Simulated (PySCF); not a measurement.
**C3H7FOSi: electronic excitations and core binding energies**

Wanted: the electronic excitations and core binding energies of C3H7FOSi (`O[SiH2]/C=C\CF`), by calculation.

The runs use PySCF 2.14.0, with density-fitted response routines of our own; the level of theory stands in each step. All values are computed, except where a source is named. Atoms count from 0, in the outputs and in this text.

## Step 1: Starting geometry

13 atoms, charge 0, multiplicity 1; geometry from: GFN2-xTB.

Bonds of the start (Å): O0–Si1 1.62, Si1–C2 1.90, C2–C3 1.32, C3–C4 1.50, C4–F5 1.38, O0–H6 0.95, Si1–H7 1.46, Si1–H8 1.46, C2–H9 1.08, C3–H10 1.09, C4–H11 1.10, C4–H12 1.10.

## Step 2: Ultraviolet spectrum: wB97X-D/def2-SVPD

Job settings and geometry (Å):

```
{"job": {"kind": "uv", "xc": "wB97X-D", "basis": "def2-SVPD", "nstates": 8, "ntriplets": 3}, "charge": 0, "multiplicity": 1}
O      2.110269    -0.386964     0.874833
Si     1.628898     0.329281    -0.499500
C     -0.089630     1.123525    -0.395944
C     -1.247512     0.582712    -0.047112
C     -1.505540    -0.830546     0.367838
F     -0.404436    -1.647574     0.263634
H      1.651093    -1.157255     1.200665
H      2.609978     1.402322    -0.604365
H      1.639957    -0.597797    -1.632031
H     -0.123793     2.169439    -0.674001
H     -2.163514     1.165251    -0.029535
H     -1.824593    -0.872827     1.417886
H     -2.285565    -1.279081    -0.260096
```

With the program's defaults for keys left out, this is: TDDFT wB97X-D/def2-SVPD, vertical, gas phase, core orbitals frozen in the response.

Command:

```sh
> OMP_NUM_THREADS=1 python probes_run.py task.json out
```

One launch serves the whole session: the jobs run in the order shown.

**Question.** This job is followed by: delta-SCF UKS SCAN, pcX-2 on the ionised atom, pcseg-1 elsewhere, spin-free X2C. What will the session give for the following? lowest singlet (wB97X-D/def2-SVPD); brightest single state of those computed; lowest triplet; C1s binding energies, SCAN/pcX-2; O1s binding energies, SCAN/pcX-2; Si1s binding energies, SCAN/pcX-2; Si2p binding energies, SCAN/pcX-2; F1s binding energies, SCAN/pcX-2.

As calculated:

| quantity | value |
| --- | --- |
| lowest singlet (wB97X-D/def2-SVPD) | 6.36 eV (195 nm), f = 0.002 |
| brightest single state of those computed | state 2, 6.83 eV, f = 0.307 |
| lowest triplet | 4.34 eV |
| C1s binding energies, SCAN/pcX-2 | C4 293.53, C3 290.85, C2 289.94 eV |
| O1s binding energies, SCAN/pcX-2 | O0 538.16 eV |
| Si1s binding energies, SCAN/pcX-2 | Si1 1846.77 eV |
| Si2p binding energies, SCAN/pcX-2 | Si1 107.08 eV |
| F1s binding energies, SCAN/pcX-2 | F5 692.97 eV |

The lowest singlet, at 6.36 eV, is HOMO−1→LUMO 0.88 and is weak; of the 8 states computed, the strongest absorption comes from state 2 at 6.83 eV. The lowest triplet lies 2.02 eV below the lowest singlet (triplets in Tamm-Dancoff, singlets in full TDDFT). C4 (allylic sp3 CH2 bonded to F) binds its C1s electron 3.59 eV more tightly than C2 (alkene CH).
